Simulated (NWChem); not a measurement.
# C2H7AlO (SMILES C[CH2][AlH][OH]) at 6 levels

Wanted: a comparison of 6 runs (HF/STO-3G, HF/3-21G, SVWN5/6-31G*, B3LYP/6-31G*, M06-2X/6-31G*, PBE/6-31G*) of C2H7AlO. 

The results are computed with NWChem 7.3.0.

2 further runs of the same task are left out: 2 set aside as unsound or not needed.

### Step 1. The system as given

C2H7AlO: 11 atoms, total charge 0, spin state singlet. SMILES: `C[CH2][AlH][OH]`. The coordinates come from a PBE0-D4/def2-TZVP relaxation. This is one conformer, not always the lowest.

Bond lengths: C1–C2 1.529 Å, C2–Al3 1.957 Å, Al3–O4 1.701 Å, C1–H5 1.094 Å, C1–H6 1.094 Å, C1–H7 1.094 Å, C2–H8 1.098 Å, C2–H9 1.098 Å, Al3–H10 1.582 Å, O4–H11 0.956 Å. Some angles: C1–C2–Al3 116.3°, C2–Al3–O4 121.1°, C1–C2–H8 110.2°, C1–C2–H9 110.2°, Al3–C2–H8 107.6°, Al3–C2–H9 107.6°, C2–C1–H5 111.7°, C2–C1–H6 112.3°, C2–C1–H7 111.7°, C2–Al3–H10 123.9°.

### Step 2. Energy and gradient at HF/STO-3G (run 1)

Contents of c2h7alo.xyz:

```xyz
11
C2H7AlO hf
C     -1.111600     0.829400     0.106400
C      0.175900     0.388000     0.802000
Al     1.254500    -0.947900    -0.137800
O      0.762600    -1.576800    -1.639300
H     -1.791000    -0.011900    -0.058700
H     -1.662600     1.575000     0.687600
H     -0.910600     1.273300    -0.872900
H     -0.049300    -0.010000     1.800700
H      0.818800     1.256800     0.997900
H      2.622300    -1.522700     0.412400
H     -0.043800    -1.310100    -2.077800
```

Contents of run.py:

```python
from ase.io import read
from ase.calculators.nwchem import NWChem

system = read('c2h7alo.xyz')

calc = NWChem(
    label='c2h7alo',
    theory='scf',
    memory='2200 mb',
    basis='STO-3G',
    basispar='spherical bse',
    scf={'nopen': '0', 'rhf': None, 'thresh': '1e-08', 'maxiter': '80'},
)
system.calc = calc

forces = system.get_forces()
print("Total energy (eV):", round(system.get_potential_energy(), 6))
print("forces (eV/A):")
for s, f in zip(system.symbols, forces):
    print(f"{s:2s} {f[0]:10.5f} {f[1]:10.5f} {f[2]:10.5f}")
print("dipole (e A):", system.get_dipole_moment().round(4))
```

Run with:

```
$ export ASE_NWCHEM_COMMAND="nwchem PREFIX.nwi > PREFIX.nwo"
$ python run.py
```

Log:

```text
Total energy (eV): -10660.96152
forces (eV/A):
C    -0.73667    0.29012   -0.33064
C     1.73272   -0.96154    0.35913
Al    0.55469   -0.56389   -0.30756
O     2.40784   -0.50404    1.76666
H     0.20060    0.19350    0.07482
H     0.16558   -0.19474   -0.12917
H    -0.00596   -0.10840    0.26431
H    -0.15668    0.21942   -0.50029
H    -0.47005   -0.24127   -0.21093
H    -2.16302    0.93583   -0.82471
H    -1.52904    0.93496   -0.16167
dipole (e A): [-0.1116  0.1288  0.0843]
```

The calculator wrote c2h7alo.nwi:

```
title "c2h7alo"

permanent_dir c2h7alo

scratch_dir c2h7alo

start c2h7alo

geometry units angstrom nocenter noautosym noautoz
  C  -1.1115999999999999e+00 8.2940000000000003e-01 1.0639999999999999e-01
  C  1.7590000000000000e-01 3.8800000000000001e-01 8.0200000000000005e-01
  Al 1.2544999999999999e+00 -9.4789999999999996e-01 -1.3780000000000001e-01
  O  7.6259999999999994e-01 -1.5768000000000000e+00 -1.6393000000000000e+00
  H  -1.7909999999999999e+00 -1.1900000000000001e-02 -5.8700000000000002e-02
  H  -1.6626000000000001e+00 1.5750000000000000e+00 6.8759999999999999e-01
  H  -9.1059999999999997e-01 1.2733000000000001e+00 -8.7290000000000001e-01
  H  -4.9299999999999997e-02 -1.0000000000000000e-02 1.8007000000000000e+00
  H  8.1879999999999997e-01 1.2567999999999999e+00 9.9790000000000001e-01
  H  2.6223000000000001e+00 -1.5226999999999999e+00 4.1239999999999999e-01
  H  -4.3799999999999999e-02 -1.3101000000000000e+00 -2.0777999999999999e+00
end

memory 2200 mb

basis spherical bse noprint
   * library STO-3G
end

scf
  nopen 0
  rhf
  thresh 1e-08
  maxiter 80
end

task scf gradient
```

c2h7alo.nwo:

```text
Northwest Computational Chemistry Package (NWChem) 7.3.0
             --------------------------------------------------------

           Job information
           ---------------

    nwchem branch   = 7.3.0
    use scalapack   = T
    input           = c2h7alo.nwi
    prefix          = c2h7alo.
    data base       = c2h7alo/c2h7alo.db
    status          = startup
    nproc           =        1

           Memory information
           ------------------

    heap     =     72089594 doubles =      550.0 Mbytes
    stack    =     72089599 doubles =      550.0 Mbytes
    global   =    144179200 doubles =     1100.0 Mbytes (distinct from heap & stack)
    total    =    288358393 doubles =     2200.0 Mbytes
    verify   = yes
    hardfail = no

[... 140 lines left out ...]
 Convergence threshold     :          1.000E-08
[... 13 lines left out ...]
       Final RHF  results
[... 3 lines left out ...]
      One-electron energy =   -852.273061927231
[... 1 line left out ...]
 Nuclear repulsion energy =    154.697817339299
[... 38 lines left out ...]
                       ROHF Final Molecular Orbital Analysis
[... 206 lines left out ...]
                         RHF ENERGY GRADIENTS

    atom               coordinates                        gradient
                 x          y          z           x          y          z
   1 C      -2.100619   1.567339   0.201067    0.014326  -0.005642   0.006430
   2 C       0.332403   0.733214   1.515560   -0.033696   0.018699  -0.006984
   3 Al      2.370661  -1.791271  -0.260404   -0.010787   0.010966   0.005981
[... 7 lines of this table left out ...]
  11 H      -0.082770  -2.475730  -3.926473    0.029735  -0.018182   0.003144

                 ----------------------------------------
                 |  Time  |  1-e(secs)   |  2-e(secs)   |
                 ----------------------------------------
                 |  CPU   |       0.00   |       0.47   |
                 ----------------------------------------
                 |  WALL  |       0.00   |       0.47   |
                 ----------------------------------------

 Task  times  cpu:        3.2s     wall:        3.2s
 Total times  cpu:        3.3s     wall:        3.3s
```

It took 5.1 s on 1 thread of AMD EPYC 7R43 (Zen 3), shared host; peak memory 0.096 GiB.

### Step 3. Energy and forces at HF/3-21G (run 2)

Contents of calc.nw:

```
START calc
TITLE "C2H7AlO"
memory total 2200 mb

GEOMETRY units angstrom noautosym nocenter noautoz
  C       -1.111600       0.829400       0.106400
  C        0.175900       0.388000       0.802000
  Al       1.254500      -0.947900      -0.137800
  O        0.762600      -1.576800      -1.639300
  H       -1.791000      -0.011900      -0.058700
  H       -1.662600       1.575000       0.687600
  H       -0.910600       1.273300      -0.872900
  H       -0.049300      -0.010000       1.800700
  H        0.818800       1.256800       0.997900
  H        2.622300      -1.522700       0.412400
  H       -0.043800      -1.310100      -2.077800
END

BASIS spherical bse
  * library 3-21G
END

SCF
  thresh 1e-08
  maxiter 80
END

TASK scf gradient
```

Run with:

```
$ nwchem calc.nw > calc.out
```

Log:

```text
[...]
  functions       =    54
[...]
  wavefunction    = RHF
[...]
         Total SCF energy =   -394.462569768644
      One-electron energy =   -852.474091411668
      Two-electron energy =    303.313704303725
 Nuclear repulsion energy =    154.697817339299
        Time for solution =      2.7s
[...]
                         RHF ENERGY GRADIENTS
    atom               coordinates                        gradient
                 x          y          z           x          y          z
   1 C      -2.100619   1.567339   0.201067    0.015521  -0.005643   0.007756
   2 C       0.332403   0.733214   1.515560   -0.008371  -0.003712  -0.014887
   3 Al      2.370661  -1.791271  -0.260404   -0.008770   0.006685   0.001324
   4 O       1.441105  -2.979720  -3.097828    0.002485  -0.005067  -0.005312
   5 H      -3.384499  -0.022488  -0.110927   -0.003306  -0.003519  -0.001632
   6 H      -3.141858   2.976318   1.299376   -0.003536   0.004030   0.002542
   7 H      -1.720784   2.406188  -1.649542    0.000150   0.001551  -0.004819
   8 H      -0.093163  -0.018897   3.402830    0.000935  -0.001920   0.004411
   9 H       1.547308   2.375008   1.885758    0.003903   0.002498   0.001677
  10 H       4.955428  -2.877486   0.779323   -0.002699   0.000978  -0.001392
  11 H      -0.082770  -2.475730  -3.926473    0.003689   0.004119   0.010333
[...]
```

Run time: 4.2 s. Hardware: 1 thread of AMD EPYC 7R43 (Zen 3), shared host; peak memory 0.096 GiB.

Run 3 isn't shown in full; the table further down has it.

### Step 4. Energy and forces at B3LYP/6-31G(d) (spherical functions) (run 4)

Contents of a.nw:

```
start a
memory stack 880 mb heap 220 mb global 1100 mb
geometry units au noautosym nocenter noautoz
  C  -2.10061956  1.56733885  0.20106686
  C   0.33240283  0.73321374  1.51556035
  Al  2.37066142 -1.79127139 -0.26040426
  O   1.44110514 -2.97972015 -3.09782804
  H  -3.38449949 -0.02248774 -0.11092692
  H  -3.14185865  2.97631865  1.29937568
  H  -1.72078461  2.40618827 -1.64954193
  H  -0.09316350 -0.01889726  3.40282983
  H   1.54730775  2.37500779  1.88575770
  H   4.95542882 -2.87748597  0.77932305
  H  -0.08277000 -2.47573020 -3.92647294
end
basis spherical bse
  * library 6-31G*
end
dft
  xc b3lyp
  mult 1
  grid xfine
  convergence energy 1e-08
  iterations 100
  mulliken
  print medium
end
task dft gradient
```

Run with:

```
$ nwchem a.nw > a.out
```

Log:

```text
[...]
          Wavefunction type:  closed shell.
          No. of atoms     :    11
          No. of electrons :    40
[...]
          Charge           :     0
          Spin multiplicity:     1
[...]
          AO basis - number of functions:    74
[...]
              XC Information
              --------------
                         B3LYP Method XC Potential
                     Hartree-Fock (Exact) Exchange  0.200
                        Slater Exchange Functional  0.800 local
                    Becke 1988 Exchange Functional  0.720 non-local
              Lee-Yang-Parr Correlation Functional  0.810
                  VWN I RPA Correlation Functional  0.190 local
[...]
 d= 0,ls=0.0,diis     1   -398.0429749287 -5.53D+02  1.57D-02  6.89D-01     4.7
[...]
 d= 0,ls=0.0,diis     8   -398.1220916478  6.96D-09  3.54D-06  2.06D-07    29.6
         Total DFT energy =     -398.122091647816
      One electron energy =     -855.560641690103
           Coulomb energy =      343.585574235648
    Exchange-Corr. energy =      -40.844830446916
 Nuclear repulsion energy =      154.697806253556
[...]
  wavefunction    = closed shell
                         DFT ENERGY GRADIENTS
    atom               coordinates                        gradient
                 x          y          z           x          y          z
   1 C      -2.100620   1.567339   0.201067    0.002938  -0.001065   0.001387
   2 C       0.332403   0.733214   1.515560   -0.002922   0.000125  -0.002937
   3 Al      2.370661  -1.791271  -0.260404   -0.003536  -0.001495  -0.005932
   4 O       1.441105  -2.979720  -3.097828   -0.005756   0.007097   0.004937
   5 H      -3.384499  -0.022488  -0.110927    0.001763   0.001640   0.000239
   6 H      -3.141859   2.976319   1.299376    0.001453  -0.001760  -0.001208
   7 H      -1.720785   2.406188  -1.649542   -0.000228  -0.001256   0.002092
   8 H      -0.093164  -0.018897   3.402830    0.000780   0.000643  -0.001897
   9 H       1.547308   2.375008   1.885758   -0.000978  -0.001856  -0.000266
  10 H       4.955429  -2.877486   0.779323   -0.000985   0.000662  -0.000065
  11 H      -0.082770  -2.475730  -3.926473    0.007472  -0.002735   0.003650
[...]
```

It took 39 s on 1 thread of AMD EPYC 7R43 (Zen 3), shared host; peak memory 0.14 GiB.

Run 5 isn't shown in full; the table further down has it.

### Step 5. Energy and forces at PBE/6-31G(d) (spherical functions) (run 6)

c2h7alo.xyz, as its differences from that of step 2:

```diff
@@ -1,3 +1,3 @@
 11
-C2H7AlO hf
+C2H7AlO
 C     -1.111600     0.829400     0.106400
```

Contents of run.py:

```python
from ase.io import read
from ase.calculators.nwchem import NWChem

atoms = read('c2h7alo.xyz')

calc = NWChem(
    label='c2h7alo',
    theory='dft',
    memory='2200 mb',
    basis='6-31G*',
    basispar='spherical bse',
    dft={'xc': 'xpbe96 cpbe96', 'mult': '1', 'grid': 'xfine', 'convergence': 'energy 1e-08', 'iterations': '100', 'mulliken': None},
)
atoms.calc = calc

forces = atoms.get_forces()
print(f"energy = {atoms.get_potential_energy():.6f} eV")
print("forces (eV/A):")
for s, f in zip(atoms.symbols, forces):
    print(f"{s:2s} {f[0]:10.5f} {f[1]:10.5f} {f[2]:10.5f}")
print("dipole (e A):", atoms.get_dipole_moment().round(4))
```

Run with:

```
$ export ASE_NWCHEM_COMMAND="nwchem PREFIX.nwi > PREFIX.nwo"
$ python run.py
```

Log:

```text
energy = -10823.377767 eV
forces (eV/A):
C     0.06124   -0.03548    0.01553
C     0.00262   -0.01913   -0.02880
Al    0.11081    0.24379    0.49082
O     0.57449   -0.64005   -0.38798
H    -0.24626   -0.27598   -0.05224
H    -0.20399    0.26601    0.19952
H     0.05600    0.16470   -0.33239
H    -0.07456   -0.13200    0.32267
H     0.21016    0.27999    0.05919
H     0.23068   -0.12480    0.05209
H    -0.72119    0.27295   -0.33841
dipole (e A): [-0.3323  0.2502  0.0392]
```

The calculator wrote c2h7alo.nwi:

```
title "c2h7alo"

permanent_dir c2h7alo

scratch_dir c2h7alo

start c2h7alo

geometry units angstrom nocenter noautosym noautoz
  C  -1.1115999999999999e+00 8.2940000000000003e-01 1.0639999999999999e-01
  C  1.7590000000000000e-01 3.8800000000000001e-01 8.0200000000000005e-01
  Al 1.2544999999999999e+00 -9.4789999999999996e-01 -1.3780000000000001e-01
  O  7.6259999999999994e-01 -1.5768000000000000e+00 -1.6393000000000000e+00
  H  -1.7909999999999999e+00 -1.1900000000000001e-02 -5.8700000000000002e-02
  H  -1.6626000000000001e+00 1.5750000000000000e+00 6.8759999999999999e-01
  H  -9.1059999999999997e-01 1.2733000000000001e+00 -8.7290000000000001e-01
  H  -4.9299999999999997e-02 -1.0000000000000000e-02 1.8007000000000000e+00
  H  8.1879999999999997e-01 1.2567999999999999e+00 9.9790000000000001e-01
  H  2.6223000000000001e+00 -1.5226999999999999e+00 4.1239999999999999e-01
  H  -4.3799999999999999e-02 -1.3101000000000000e+00 -2.0777999999999999e+00
end

memory 2200 mb

basis spherical bse noprint
   * library 6-31G*
end

dft
  xc xpbe96 cpbe96
  mult 1
  grid xfine
  convergence energy 1e-08
  iterations 100
  mulliken
end

task dft gradient
```

c2h7alo.nwo:

```text
Northwest Computational Chemistry Package (NWChem) 7.3.0
             --------------------------------------------------------

           Job information
           ---------------

    nwchem branch   = 7.3.0
    use scalapack   = T
    input           = c2h7alo.nwi
    prefix          = c2h7alo.
    data base       = c2h7alo/c2h7alo.db
    status          = startup
    nproc           =        1

           Memory information
           ------------------

    heap     =     72089600 doubles =      550.0 Mbytes
    stack    =     72089597 doubles =      550.0 Mbytes
    global   =    144179200 doubles =     1100.0 Mbytes (distinct from heap & stack)
    total    =    288358397 doubles =     2200.0 Mbytes
    verify   = yes
    hardfail = no

[... 113 lines left out ...]
  convergence criterion.
[... 38 lines left out ...]
          Spatial weights used:  Erf1
[... 75 lines left out ...]
         Total DFT energy =     -397.751799841244
[... 3 lines left out ...]
 Nuclear repulsion energy =      154.697817339299
[... 588 lines left out ...]
          Convergence on gradient requested:  5.00D-04
[... 25 lines left out ...]
          total energy or number of iterations.
[... 26 lines left out ...]
                         DFT ENERGY GRADIENTS

    atom               coordinates                        gradient
                 x          y          z           x          y          z
   1 C      -2.100619   1.567339   0.201067   -0.001191   0.000690  -0.000302
   2 C       0.332403   0.733214   1.515560   -0.000051   0.000372   0.000560
   3 Al      2.370661  -1.791271  -0.260404   -0.002155  -0.004741  -0.009545
[... 7 lines of this table left out ...]
  11 H      -0.082770  -2.475730  -3.926473    0.014025  -0.005308   0.006581

                 ----------------------------------------
                 |  Time  |  1-e(secs)   |  2-e(secs)   |
                 ----------------------------------------
                 |  CPU   |       0.01   |       3.81   |
                 ----------------------------------------
                 |  WALL  |       0.01   |       3.81   |
                 ----------------------------------------

 Task  times  cpu:       55.4s     wall:       55.4s
 Total times  cpu:       55.5s     wall:       55.5s
```

Run time: 57 s. Hardware: 1 thread of AMD EPYC 7R43 (Zen 3), shared host; peak memory 0.14 GiB.

### Step 6. All runs side by side

```
run                                level  iteration cap  module  energy (Eh)  dipole moment (D)  HOMO energy (eV)  LUMO energy (eV)  wall time
  1                            HF/STO-3G             80     scf  -391.783113               0.91             -8.08              9.58      5.1 s
  2                             HF/3-21G             80     scf  -394.462570               2.29            -10.45              2.45      4.2 s
  3   SVWN5/6-31G* (spherical functions)            100     dft  -395.718055                  –                 –                 –       30 s
  4   B3LYP/6-31G* (spherical functions)            100     dft  -398.122092               1.99             -7.11             -0.47       39 s
  5  M06-2X/6-31G* (spherical functions)            100     dft  -397.998541               1.99                 –                 –       64 s
  6     PBE/6-31G* (spherical functions)            100     dft  -397.751800               2.01             -6.00             -1.02       57 s
```

### Step 7. Results

| quantity | value |
| --- | --- |
| run 6: total energy | -397.75180 Eh |
| run 6: dipole moment | 2.01 D |
| run 6: HOMO energy | -6.00 eV |
| run 6: LUMO energy | -1.02 eV |
| run 6: HOMO–LUMO gap | 4.99 eV |
| run 6: largest force on an atom | 0.944 eV/Å |

What this shows: Over runs 1, 2, 4, 5, 6 the dipole moment (its size) runs from 0.91 D (HF/STO-3G) to 2.29 D (HF/3-21G). Over runs 1, 2, 4, 6 the HOMO–LUMO gap runs from 4.99 eV (PBE/6-31G*) to 17.66 eV (HF/STO-3G). The two ends differ in method and basis. Totals of different functionals can't be ranked against each other. In run 1 the basis is minimal, so the values are rough. All runs together took 3.3 min, the longest 64 s.
